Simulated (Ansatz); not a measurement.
# CH5BSe2: the cost of one run

Computed with Ansatz 0.2.0 through its Python package. Level of theory: Hartree-Fock/def2-TZVP.

## (1) The system

Bond lengths: C1–B2 1.555 Å, B2–Se3 1.984 Å, B2–Se4 1.948 Å, C1–H5 1.171 Å, C1–H6 1.110 Å, C1–H7 1.089 Å, Se3–H8 1.494 Å, Se4–H9 1.542 Å. Angles: C1–B2–Se3 117.8°, C1–B2–Se4 123.2°, Se3–B2–Se4 119.0°, B2–C1–H5 109.0°, B2–C1–H6 112.8°, B2–C1–H7 112.8°, H5–C1–H6 105.0°, H5–C1–H7 106.2°, H6–C1–H7 110.5°, B2–Se3–H8 92.7°, B2–Se4–H9 94.7°.

Input file ch5bse2.xyz:

```xyz
9

C     0.11240    0.68920   -0.94240
B    -0.03650   -0.24060    0.29530
Se    1.46660   -1.46470    0.71830
Se   -1.60760   -0.23890    1.44670
H    -0.86340    1.32660   -1.05930
H     0.92910    1.43200   -0.82650
H     0.22840    0.13680   -1.87350
H     0.92980   -2.54220   -0.16640
H    -1.07020    0.85550    2.39070
```

## (2) The script

Input file tae.py:

```python
# -*- coding: utf-8 -*-
'''Energy to split CH5BSe2 into its atoms.'''

from collections import Counter

import ansatz


def total_energy(molecule, charge=0, unpaired=0):
    calc = molecule.calculation().basis(gaussian='def2-TZVP').functional('hf')
    if charge:
        calc = calc.charge(charge)
    if unpaired:
        calc = calc.spin('collinear', total=unpaired)
    return calc.run(threads=1).report['free_energy_ev']


def main():
    geometry = ansatz.Crystal.molecule_from_extxyz('ch5bse2.xyz')

    # unpaired electrons of the ground-state atoms
    unpaired = {'C': 2, 'B': 1, 'Se': 2, 'H': 1}
    counts = Counter(site.symbol for site in geometry.cartesian_sites)
    atom_energy = {s: total_energy(ansatz.Crystal.molecule().atom(s, (0, 0, 0)), 0, unpaired[s]) for s in counts}
    whole = total_energy(geometry, 0, 0)
    for s, e in atom_energy.items():
        print(f'{s:2s} x{counts[s]}  {e:14.5f} eV')
    print(f'CH5BSe2: {whole:.5f} eV')
    split = sum(counts[s] * e for s, e in atom_energy.items()) - whole
    print(f'atomisation energy (no zero-point term): {96.485332 * split:.1f} kJ/mol, {split / sum(counts.values()):.3f} eV an atom')


if __name__ == '__main__':
    main()
```

## (3) The input behind the calls

The engine receives this input (first run):

```yaml
crystal:
  periodic: [false, false, false]
  atoms:
    - { symbol: C, position_ang: [0.0, 0.0, 0.0] }
basis:
  gaussian:
    orbitals: def2-TZVP
hamiltonian:
  xc: hf
magnetization:
  spin_polarized: true
  initial_magnetization: 2.0
```

## (4) The run

Run with:

```console
$ python tae.py
```

What time and memory should one allow on 1 thread of Arm Neoverse V2, shared host?

About 8.8 s, with a peak of 0.61 GiB.
